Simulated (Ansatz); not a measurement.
# YVO4: properties at the relaxed cell

One table from this session's results is given with a row withheld; the runs are named, their logs left out.

Program: Ansatz 0.2.0. Level of theory: DFT r2SCAN, scalar-relativistic, plane waves, PAW. These are calculated values, not measurements.

### Starting point

Symmetry: I4_1/amd, No. 141, tetragonal system. The conventional cell has a = 7.129 Å, b = 7.129 Å, c = 6.285 Å, α = 90.00°, β = 90.00°, γ = 90.00°. Y (site symmetry -4m2) is surrounded by 8 O at 2.30 to 2.44 Å. V (site symmetry -4m2) is surrounded by 4 O at 1.71 Å. Around O (site symmetry m) lie 1 V at 1.71 Å and 2 Y at 2.30 to 2.44 Å.

Coordinates:

```xyz
12
Lattice="-3.5643 3.5643 3.1424 3.5643 -3.5643 3.1424 3.5643 3.5643 -3.1424" Properties=species:S:1:pos:R:3 pbc="T T T"
Y     0.0000    0.0000    0.0000
Y     0.0000    3.5643    1.5712
V     0.0000    0.0000    3.1424
V     3.5643    0.0000    1.5712
O     0.0000    1.3121    2.0514
O     2.2522    0.0000    0.4802
O     3.5643    2.2522   -1.0910
O     4.8763    0.0000    0.4802
O     3.5643   -1.3121    2.6622
O     2.2522    3.5643    1.0910
O     3.5643    1.3121    2.6622
O     1.3121    0.0000    4.2334
```

This cell was relaxed beforehand with the same method: volume 13.31 Å³/atom, gap on the mesh 3.34 eV.

Set-up of the first run:

The input, input.yaml:

```yaml
crystal:
  lattice:
    - [-3.5282501838, 3.5282501838, 3.1106725096]
    - [3.5282501838, -3.5282501838, 3.1106725096]
    - [3.5282501838, 3.5282501838, -3.1106725096]
  atoms:
    - { symbol: "Y", position: [0.0, 0.0, 0.0] }
    - { symbol: "Y", position: [0.75, 0.25, 0.5] }
    - { symbol: V, position: [0.5, 0.5, 0.0] }
    - { symbol: V, position: [0.25, 0.75, 0.5] }
    - { symbol: O, position: [0.5104668374, 0.3264094267, 0.1840574107] }
    - { symbol: O, position: [0.0764094267, 0.392352016, 0.3159425893] }
    - { symbol: O, position: [0.142352016, 0.3264094267, 0.8159425893] }
    - { symbol: O, position: [0.0764094267, 0.7604668374, 0.6840574107] }
    - { symbol: O, position: [0.2395331626, 0.9235905733, 0.3159425893] }
    - { symbol: O, position: [0.6735905733, 0.4895331626, 0.8159425893] }
    - { symbol: O, position: [0.607647984, 0.9235905733, 0.6840574107] }
    - { symbol: O, position: [0.6735905733, 0.857647984, 0.1840574107] }
basis:
  ecutwfc: 500
kpoints:
  mp_grid: { grid: [6, 6, 6] }
hamiltonian:
  xc: r2scan
scf:
  occupations: { method: gaussian, width: 0.02 }
output:
  forces: true
  stress: true
  eigenvalues: true
relax:
  adjacent_minimum: "off"
  f_tol: 0.01
  max_steps: 30
  cell: { stress_tol: 0.1, fix: [volume] }
```

On the command line:

```console
$ ansatz run input.yaml --threads 4 --pin off --max-ram 10240MiB --backend cpu --events-out ev --progress --plain --runs-dir out
```

Steps of the session up to this table: The cell scaled to 0.97 of its volume; The cell scaled to 1.03 of its volume; Volume × 0.94; Volume × 1.06; Volume × 0.91; Volume × 1.10; Point at V/V0 = 0.88.

One of the session's tables, all rows but one given; the rest of the session is left out.

It belongs to the step «Energy against volume». 

| volume (Å³/atom) | energy above the lowest point (meV/atom) | pressure (GPa) | gap on the mesh (eV) |
| --- | --- | --- | --- |
| 11.710 | 106.4 | 24.19 | 3.52 |
| 12.109 | 56.0 | 16.47 | 3.46 |
| 12.509 | 23.3 | 9.97 | 3.41 |
| 12.908 | 5.4 | 4.53 | 3.37 |
| 13.307 | 0.0 | 0.00 | 3.34 |
| 13.706 | ? | ? | ? |
| 14.105 | 18.1 | -6.77 | 3.30 |
| 14.638 | 46.0 | -9.82 | 3.29 |

**Question.** Estimate the row for volume (Å³/atom) = 13.706.

Worked estimate for «energy above the lowest point (meV/atom)». A straight line through the neighbours (13.307, 0.0) and (14.105, 18.1) gives 0.0 + (18.1 − 0.0) × (13.706 − 13.307) / (14.105 − 13.307) = 9.0; a parabola fitted to 4 rows on both sides gives 5.1.

**Answer.** energy above the lowest point (meV/atom): 4.8; pressure (GPa): -3.74; gap on the mesh (eV): 3.32. In «energy above the lowest point (meV/atom)» the line misses by +4.2 and the parabola by +0.3.
